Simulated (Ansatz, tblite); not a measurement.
# Tetramethylammonium hexafluorophosphate (C4H12F6NP): rung by rung

An exercise on one series of results from a longer session: the logs are not shown, and one member is left open.

The runs use Ansatz 0.2.0, Gaussian basis; as each input shows.

Levels to be run: GFN1-xTB, GFN2-xTB, PBE-D4/def2-TZVP, r2SCAN-D4/def2-TZVP, B3LYP-D4/def2-TZVP, B97M-V/def2-TZVP, PBE-D4/def2-SVP, PBE0-D4/def2-SVP, HF/6-31G, B3LYP-D4/6-31G, MP2/def2-SVP.

**The relaxed structure**

The singlet was relaxed beforehand with r2SCAN-D4/def2-SVP.

SMILES `C[N+](C)(C)C.F[P-](F)(F)(F)(F)F`, 24 atoms, charge 0, spin multiplicity 1.

Bond lengths: C1–N2 1.490 Å, C1–H6 1.098 Å, C1–H7 1.098 Å, C1–H8 1.098 Å, N2–C3 1.503 Å, N2–C4 1.503 Å, N2–C5 1.499 Å, C3–H9 1.098 Å, C3–H10 1.096 Å, C3–H11 1.097 Å, C4–H12 1.098 Å, C4–H13 1.097 Å, C4–H14 1.096 Å, C5–H15 1.098 Å, C5–H16 1.098 Å, C5–H17 1.098 Å, F18–P19 1.660 Å, P19–F20 1.645 Å and more. Angles: N2–C1–H6 108.8°, N2–C1–H7 109.1°, N2–C1–H8 109.1°, H6–C1–H7 109.9°, H6–C1–H8 109.9°, H7–C1–H8 110.0°, C1–N2–C3 109.3°, C1–N2–C4 109.4°, C1–N2–C5 110.0°, C3–N2–C4 110.4°, C3–N2–C5 109.0°, C4–N2–C5 108.7°, N2–C3–H9 107.8°, N2–C3–H10 108.3°, N2–C3–H11 108.4°, H9–C3–H10 111.9°, H9–C3–H11 110.8°, H10–C3–H11 109.6° and more.

PBE0-D4/def2-TZVP was run before; its log isn't repeated, and its numbers join the tables.

The first run:

Tight binding, by tblite at 300 K electronic temperature and without a spin-polarisation term:

```python
tblite.interface.Calculator('GFN1-xTB', numbers, positions, charge=0, uhf=0).singlepoint()
```

Tight binding, by tblite at 300 K electronic temperature and without a spin-polarisation term:

```python
tblite.interface.Calculator('GFN2-xTB', numbers, positions, charge=0, uhf=0).singlepoint()
```

start.molden holds the orbitals of an earlier run on this state, given as this run's starting guess.

in.yaml

```yaml
crystal:
  periodic: [false, false, false]
  atoms:
    - {symbol: C, position_ang: [-1.804638, 0.994214, -1.753237]}
    - {symbol: N, position_ang: [-0.727327, 0.626594, -0.791127]}
    - {symbol: C, position_ang: [0.246389, -0.299023, -1.465259]}
    - {symbol: C, position_ang: [-1.336893, -0.038548, 0.411064]}
    - {symbol: C, position_ang: [-0.000076, 1.858270, -0.342286]}
    - {symbol: H, position_ang: [-2.331491, 0.081108, -2.058883]}
    - {symbol: H, position_ang: [-2.504701, 1.682774, -1.262701]}
    - {symbol: H, position_ang: [-1.354380, 1.477621, -2.629974]}
    - {symbol: H, position_ang: [0.632624, 0.211218, -2.357445]}
    - {symbol: H, position_ang: [1.044422, -0.536100, -0.753089]}
    - {symbol: H, position_ang: [-0.284239, -1.218185, -1.742030]}
    - {symbol: H, position_ang: [-2.106561, 0.634365, 0.811588]}
    - {symbol: H, position_ang: [-1.779578, -0.991196, 0.095621]}
    - {symbol: H, position_ang: [-0.554578, -0.232216, 1.154163]}
    - {symbol: H, position_ang: [-0.718903, 2.527624, 0.147719]}
    - {symbol: H, position_ang: [0.435221, 2.348445, -1.222876]}
    - {symbol: H, position_ang: [0.782778, 1.542312, 0.359291]}
    - {symbol: F, position_ang: [0.743132, -2.124304, 0.790409]}
    - {symbol: P, position_ang: [1.792094, -1.554336, 1.943605]}
    - {symbol: F, position_ang: [0.485673, -1.041025, 2.801841]}
    - {symbol: F, position_ang: [1.750576, -0.070510, 1.136596]}
    - {symbol: F, position_ang: [1.771542, -2.979846, 2.690634]}
    - {symbol: F, position_ang: [2.785816, -0.911144, 3.037751]}
    - {symbol: F, position_ang: [3.033088, -1.988113, 0.998624]}
basis:
  gaussian: {orbitals: def2-TZVP, initial_orbitals: start.molden}
hamiltonian: {xc: pbe, dispersion: d4}
scf: {omitted_lower_state_checks: [starts]}
output: {forces: true, orbitals: {seedname: orbitals}}
```

Launch:

```sh
$ ansatz run in.yaml --threads 4 --pin off --events-out ev --progress --plain --max-ram 6963MiB
```

Steps of the session up to this table: PBE-D4/def2-TZVP; r2SCAN-D4/def2-TZVP; B3LYP-D4/def2-TZVP; B97M-V/def2-TZVP; PBE-D4/def2-SVP; PBE0-D4/def2-SVP; HF/6-31G; B3LYP-D4/6-31G; MP2/def2-SVP.

One of the session's tables, all rows but one given; the rest of the session is left out.

It belongs to the step «Binding energy». 

| level | binding an atom (eV) |
| --- | --- |
| HF/6-31G | 2.366 |
| HF/def2-SVP | 2.798 |
| PBE-D4/def2-SVP | 4.026 |
| PBE-D4/def2-TZVP | 4.009 |
| r2SCAN-D4/def2-TZVP | 3.933 |
| B97M-V/def2-TZVP | 3.920 |
| B3LYP-D4/6-31G | 3.586 |
| B3LYP-D4/def2-TZVP | 3.913 |
| PBE0-D4/def2-SVP | 3.927 |
| PBE0-D4/def2-TZVP | 3.917 |
| MP2/def2-SVP | ? |

Q: Estimate the row for MP2/def2-SVP from the others.

As computed: binding an atom (eV): 3.767. In the column «binding an atom (eV)» it lies between B3LYP-D4/6-31G (3.586) and B3LYP-D4/def2-TZVP (3.913).

Caveats from the session: Free atoms were run apart at each level; binding is atoms less cluster, divided by the number of atoms, without zero-point or spin-orbit terms.
